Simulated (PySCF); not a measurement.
**C₂H₇GeNSi: geometry, electronic excitations**

Aim: predict the electronic excitations of C₂H₇GeNSi (`N#C[C@H]([SiH3])[GeH3]`).

Programs: PySCF 2.14.0, with density-fitted response routines of our own. Each step states its level of theory. These are calculated values for one molecule in the gas phase, unless marked as measured. Atoms are numbered from 0 throughout.

**1. Starting geometry**

12 atoms, charge 0, multiplicity 1; geometry from: GFN2-xTB.

Bonds of the start (Å): N0–C1 1.15, C1–C2 1.42, C2–Si3 1.92, C2–Ge4 1.99, C2–H5 1.09, Si3–H6 1.47, Si3–H7 1.46, Si3–H8 1.46, Ge4–H9 1.50, Ge4–H10 1.49, Ge4–H11 1.50.

**2. Geometry optimisation at PBE0-D3(BJ)/def2-SVP**

The job: settings as JSON, then the geometry in Å.

```
{"job": {"xc": "PBE0", "basis": "def2-SVP", "d3": "d3bj", "grid": 1, "kind": "geom"}, "charge": 0, "multiplicity": 1}
N      0.025070     2.792816    -0.470561
C      0.028961     1.737287    -0.024113
C      0.033883     0.413004     0.492556
Si     1.631110    -0.496751    -0.058867
Ge    -1.610504    -0.506177    -0.137793
H      0.008653     0.465563     1.584388
H      1.569899    -1.835708     0.532570
H      2.775604     0.254317     0.455460
H      1.654592    -0.567234    -1.518594
H     -1.653192    -1.889819     0.433674
H     -1.630623    -0.600728    -1.627998
H     -2.832254     0.232743     0.313252
```

**Question.** This job is followed by: TDDFT PBE0/aug-cc-pVDZ, vertical, gas phase, core orbitals frozen in the response; TDDFT PBE0/def2-TZVPD, vertical, gas phase, core orbitals frozen in the response. Predict these results of the whole session: point group; rotational constants (main isotopes); lowest singlet (PBE0/aug-cc-pVDZ); brightest single state of those computed; lowest triplet; range of the lowest singlet.

The runs gave:

| quantity | value |
| --- | --- |
| point group | C1 |
| rotational constants (main isotopes) | 2.81, 1.72, 1.13 GHz |
| lowest singlet (PBE0/aug-cc-pVDZ) | 6.83 eV (182 nm), f = 0.001 |
| brightest single state of those computed | state 6, 7.48 eV, f = 0.096 |
| lowest triplet | 5.94 eV |
| range of the lowest singlet | 6.83 to 6.85 eV |

In words: Over 3 steps the energy fell by 0.119 eV; of the close pairs, Ge4–H10 changed most, 1.493 to 1.535 Å. The lowest singlet, at 6.83 eV, is HOMO→LUMO 0.50, HOMO→LUMO+2 0.24 and is weak; of the 10 states computed, the strongest absorption comes from state 6 at 7.48 eV. The lowest triplet lies 0.89 eV below the lowest singlet (triplets in Tamm-Dancoff, singlets in full TDDFT). The lowest singlet runs from 6.83 eV (PBE0/aug-cc-pVDZ) to 6.85 eV (PBE0/def2-TZVPD), while the orbital gap spans 7.95 to 8.05 eV. The lowest state need not be the same one in every run.
